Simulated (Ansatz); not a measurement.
# ScInS3: the cost of one run

Program: Ansatz 0.2.0. Level of theory: DFT PBE, scalar-relativistic, plane waves, PAW. These are calculated values, not measurements.

**1. Starting point**

Symmetry: Pm-3m, No. 221, cubic system. The conventional cell has a = 4.941 Å, b = 4.941 Å, c = 4.941 Å, α = 90.00°, β = 90.00°, γ = 90.00°. Sc (site symmetry m-3m) has 6 S at 2.47 Å as nearest neighbours. In (site symmetry m-3m) has 12 S at 3.49 Å as nearest neighbours. Around S (site symmetry 4/mmm) lie 2 Sc at 2.47 Å and 4 In at 3.49 Å.

As a file:

```
Sc In S
1.0
     4.94057    0.00000    0.00000
     0.00000    4.94057    0.00000
     0.00000    0.00000    4.94057
Sc In S
1 1 3
Direct
  0.50000 0.50000 0.50000
  0.00000 0.00000 0.00000
  0.50000 0.50000 0.00000
  0.00000 0.50000 0.50000
  0.50000 0.00000 0.50000
```

Recipe of the guess: species swapped into a database cell of Ca3GeO (Pm-3m, No. 221), with S on the Ca sites, In on the Ge sites and Sc on the O sites. Its size is a rough estimate.

**2. A first look at the guess**

input.yaml

```yaml
crystal:
  lattice:
    - [4.9405697, 0.0, 0.0]
    - [0.0, 4.9405697, 0.0]
    - [0.0, 0.0, 4.9405697]
  atoms:
    - { symbol: Sc, position: [0.5, 0.5, 0.5] }
    - { symbol: In, position: [0.0, 0.0, 0.0] }
    - { symbol: S, position: [0.5, 0.5, 0.0] }
    - { symbol: S, position: [0.0, 0.5, 0.5] }
    - { symbol: S, position: [0.5, 0.0, 0.5] }
basis:
  ecutwfc: 420
kpoints:
  mp_grid: { grid: [4, 4, 4] }
hamiltonian:
  xc: pbe
scf:
  occupations: { method: gaussian, width: 0.1 }
  lower_state_search: "off"
output:
  forces: true
  stress: true
  eigenvalues: true
```

Launch:

```sh
> ansatz run input.yaml --threads 1 --pin off --max-ram 2560MiB --backend cpu --events-out ev --progress --plain --runs-dir out
```

Q: Estimate wall time and peak memory on 1 thread of Intel Xeon at 2.50GHz (Skylake/Cascade Lake), shared host.

About 5.7 s, with a peak of 0.4 GiB.
